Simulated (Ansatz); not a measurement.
# Cl4Si: the cost of one run

All numbers below are computed with Ansatz 0.2.0 (RKS r2SCAN-D4/STO-3G).

### Step 1. The starting structure

Bond lengths: Si1–Cl2 2.130 Å, Si1–Cl3 2.130 Å, Si1–Cl4 2.128 Å, Si1–Cl5 2.128 Å. Angles: Cl2–Si1–Cl3 109.4°, Cl2–Si1–Cl4 109.5°, Cl2–Si1–Cl5 109.5°, Cl3–Si1–Cl4 109.5°, Cl3–Si1–Cl5 109.5°, Cl4–Si1–Cl5 109.5°.

As a file:

```xyz
5

Si    0.0000    0.0000    0.0000
Cl    0.0000    0.0000    2.1300
Cl    2.0086    0.0000   -0.7093
Cl   -1.0032    1.7381   -0.7093
Cl   -1.0032   -1.7381   -0.7093
```

### Step 2. Preparing the start

input.yaml reads:

```yaml
crystal:
  periodic: [false, false, false]
  atoms:
    - { symbol: Si, position_ang: [0.0, 0.0, 0.0] }
    - { symbol: Cl, position_ang: [0.0, 0.0, 2.13] }
    - { symbol: Cl, position_ang: [2.0086, 0.0, -0.7093] }
    - { symbol: Cl, position_ang: [-1.0032, 1.7381, -0.7093] }
    - { symbol: Cl, position_ang: [-1.0032, -1.7381, -0.7093] }
basis:
  gaussian: { orbitals: STO-3G }
hamiltonian:
  xc: r2scan
  dispersion: d4
relax:
  f_tol: 0.02
  max_steps: 40
```

Started as:

```
ansatz run input.yaml --threads 1 --pin off --max-ram 2048MiB --backend cpu --events-out ev --progress --plain --runs-dir out
```

Q: Estimate wall time and peak memory on 1 thread of Arm Neoverse V1, shared host.

About 13 s, with a peak of 0.12 GiB.
